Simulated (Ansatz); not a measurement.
**CH₂BBrO: one species, many methods**

Aim: compute CH₂BBrO with functionals from several rungs and with coupled cluster, and see how far each lands from CCSD(T) at the basis-set limit for the atomisation energy.

The runs use Ansatz 0.2.0, Gaussian basis; functionals in def2-TZVPP, the program's frozen cores in correlated methods.

Levels to be run: LDA (SPW92), PBE-D4, revPBE-D4, BLYP-D4, r2SCAN-D4, B97M-V, PBE0-D4, B3LYP-D4, r2SCANh-D4, r2SCAN0-D4, HSE06-D4, BHLYP-D4, CAM-B3LYP-D4, LC-ωPBE, ωB97X-V, ωB97M-V, B2PLYP, PBE-QIDH; CCSD(T)/def2-SVP; CCSD(T)/def2-TZVPP; MP2/def2-QZVPP; extrapolation to the limit; RPA on PBE.

## (1) The geometry

An earlier PBE0-D4 in a triple-zeta def2 set relaxation fixed the geometry.

SMILES `O=CBBr`, 6 atoms, charge 0, spin multiplicity 1.

Atoms are counted from 1 here; the program's logs count them from 0.

Bond lengths: O1–C2 1.210 Å, C2–B3 1.578 Å, C2–H5 1.113 Å, B3–Br4 1.892 Å, B3–H6 1.188 Å. Angles: O1–C2–B3 117.0°, O1–C2–H5 120.3°, B3–C2–H5 122.7°, C2–B3–Br4 117.4°, C2–B3–H6 123.2°, Br4–B3–H6 119.3°.

As a file:

```mol
CH2BBrO
  3D, bonds by distance, orders not assigned

  6  5  0  0  0  0  0  0  0  0999 V2000
    1.0821   -1.3861    0.3141 O   0  0
    0.7583   -0.3585   -0.2375 C   0  0
   -0.5042    0.3944    0.3365 B   0  0
   -2.0596    0.4288   -0.7399 Br  0  0
    1.3045   -0.0122   -1.1437 H   0  0
   -0.5390    0.8696    1.4244 H   0  0
  1  2  8  0
  2  3  8  0
  3  4  8  0
  2  5  8  0
  3  6  8  0
M  END
```

## (2) LDA

This LDA is Slater exchange with PW92 correlation.

The input, in.yaml:

```yaml
crystal:
  periodic: [false, false, false]
  atoms:
    - {symbol: O, position_ang: [1.082121, -1.386090, 0.314079]}
    - {symbol: C, position_ang: [0.758339, -0.358502, -0.237535]}
    - {symbol: B, position_ang: [-0.504180, 0.394360, 0.336479]}
    - {symbol: Br, position_ang: [-2.059617, 0.428827, -0.739926]}
    - {symbol: H, position_ang: [1.304455, -0.012180, -1.143727]}
    - {symbol: H, position_ang: [-0.539017, 0.869585, 1.424431]}
basis:
  gaussian: {orbitals: def2-TZVPP}
hamiltonian: {xc: lda}
output: {orbitals: {seedname: orbitals}}
```

The run is started by

```
$ ansatz run in.yaml --threads 2 --pin off --events-out ev --progress --plain --max-ram 4352MiB
```

The runs that follow: PBE-D4 (GGA); revPBE-D4 (GGA); BLYP-D4 (GGA); r2SCAN-D4 (meta-GGA); B97M-V (meta-GGA); B3LYP-D4 (hybrid); r2SCANh-D4 (hybrid); r2SCAN0-D4 (hybrid); HSE06-D4 (hybrid); BHLYP-D4 (hybrid); CAM-B3LYP-D4 (range-separated); LC-ωPBE (range-separated); ωB97X-V (range-separated); ωB97M-V (range-separated); B2PLYP (double hybrid); PBE-QIDH (double hybrid); CCSD(T) in def2-SVP; CCSD(T) in def2-TZVPP; MP2 in def2-QZVPP; RPA on PBE orbitals.

Q: Predict the results of all the runs planned. Wanted: atomisation energy, CCSD(T)/CBS; farthest beyond LDA; mean size of error, GGA; mean size of error, meta-GGA; mean size of error, hybrid; mean size of error, range-separated; mean size of error, double hybrid; gap, smallest and largest; T1 diagnostic.

The runs gave:

| quantity | value |
| --- | --- |
| atomisation energy, CCSD(T)/CBS | 23.505 eV |
| functionals within 0.235 eV (1.0 %) | B97M-V, B3LYP-D4, r2SCANh-D4, CAM-B3LYP-D4, LC-ωPBE, ωB97X-V, ωB97M-V, B2PLYP, PBE-QIDH |
| farthest beyond LDA | PBE-D4 (+0.999 eV) |
| mean size of error, GGA | 0.500 eV |
| mean size of error, meta-GGA | 0.209 eV |
| mean size of error, hybrid | 0.316 eV |
| mean size of error, range-separated | 0.051 eV |
| mean size of error, double hybrid | 0.079 eV |
| gap, smallest and largest | 2.23 eV (LDA (SPW92)), 9.97 eV (LC-ωPBE) |
| T1 diagnostic | 0.0143 |
| triples share of the correlation energy | 3.9 % |

**Reading.** The LDA atomisation energy is off by 4.054 eV (17 %): it overbinds. PBE-D4 misses by +0.999 eV. Double hybrids carry the basis error of their MP2 part in triple zeta, and no dispersion term here, so their miss is partly the set-up's. The rungs range-separated, double hybrid, meta-GGA miss on average by less than the doubt on the reference (0.235 eV), so they tie. The reference freezes the cores and leaves out relativity and excitations past (T), and its outer-core shells are covered unevenly, so misses under about 0.235 eV can't be ranked. All levels share the lack of spin-orbit coupling, which lowers the free heavy atoms and so the true binding. Hartree-Fock recovers 71 % of the binding; the rest is correlation. CCSD(T) in def2-SVP is off by -1.083 eV, which most functionals beat. The gap grows from 2.2 to 10.0 eV across the functionals, mostly with the share of exact exchange. Correlated methods include outer-core shells of Br, which these sets cover unevenly.
